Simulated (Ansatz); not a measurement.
The system is HPbNO4.

```
H Pb N O
1.0
     4.12040   -0.00081   -0.01120
     0.00404    6.42722    0.05360
     0.02791    3.20707    7.74994
H Pb N O
2 2 2 8
Direct
  0.90366 0.21821 0.48851
  0.40337 0.78177 0.51142
  0.39455 0.30863 0.70725
  0.89489 0.69135 0.29266
  0.63409 0.19990 0.20730
  0.13386 0.80012 0.79275
  0.90829 0.32866 0.54369
  0.53792 0.39076 0.19497
  0.53483 0.11279 0.10602
  0.83718 0.08887 0.32672
  0.40817 0.67132 0.45624
  0.03774 0.60924 0.80520
  0.03429 0.88737 0.89397
  0.33716 0.91101 0.67330
```

The cell was built by a generator and needn't be a form met in nature.

* Program: Ansatz 0.2.0
* Task: single point
* Functional: PBE
* Potentials or basis: Ansatz PAW
* Cutoff: 420 eV (not typed: the program's choice for these potentials)
* k mesh: 7 × 5 × 4
* Occupations: fermi-dirac, width 0.05 eV
* Spin: no spin polarisation

On this cell: pressure 0.0 GPa; largest force 0.007 eV/Å; band gap on the k mesh 3.30 eV, indirect (least direct gap 3.39 eV).

The same run follows on a disturbed copy (atoms moved at random, drawn with an rms of 0.05 Å):

```
CELL_PARAMETERS angstrom
4.12040 -0.00081 -0.01120
0.00404 6.42722 0.05360
0.02791 3.20707 7.74994
ATOMIC_POSITIONS crystal
H 0.88930 0.21034 0.49227
H 0.39854 0.77415 0.51431
Pb 0.40593 0.31193 0.70749
Pb 0.89817 0.68775 0.29020
N 0.62138 0.19157 0.20704
N 0.13717 0.80684 0.79236
O 0.89520 0.32694 0.54193
O 0.53497 0.39513 0.19078
O 0.52882 0.11553 0.10660
O 0.83046 0.09022 0.32967
O 0.38735 0.66701 0.45450
O 0.03834 0.61195 0.80205
O 0.03270 0.89727 0.89443
O 0.33451 0.91290 0.66863
```

Task: What does the disturbed cell give?

Result: The energy moves by +22.9 meV/atom; pressure -1.2 GPa; largest force 5.253 eV/Å; band gap on the k mesh 3.00 eV, indirect (least direct gap 3.05 eV).

Forces on the atoms (eV/Å):
```
H   -0.030  0.166 -0.095
H   -0.178 -0.336 -0.321
Pb  -0.245 -0.063 -0.222
Pb  -0.217 -0.234  0.131
N    1.430  4.694  1.875
N   -0.861 -1.003 -0.065
O    0.238  0.032  0.166
O    0.101 -1.365  0.211
O   -0.907 -2.493 -1.512
O   -0.632 -0.807 -0.580
O    0.449  0.437  0.292
O    0.238  1.525  0.471
O    0.685 -1.143 -0.966
O   -0.069  0.589  0.616
```

Stress tensor (GPa, compression positive):
```
-0.75  0.88  0.51
 0.88 -2.31 -0.12
 0.51 -0.12 -0.51
```

Caveats: odd divisions of the mesh miss points on the zone boundary, where band edges often lie, so the gap on the mesh can be too wide; spin-orbit coupling is left out, which as a rule narrows the gap of such compounds by several tenths of an eV.

A k mesh can miss the band edges.
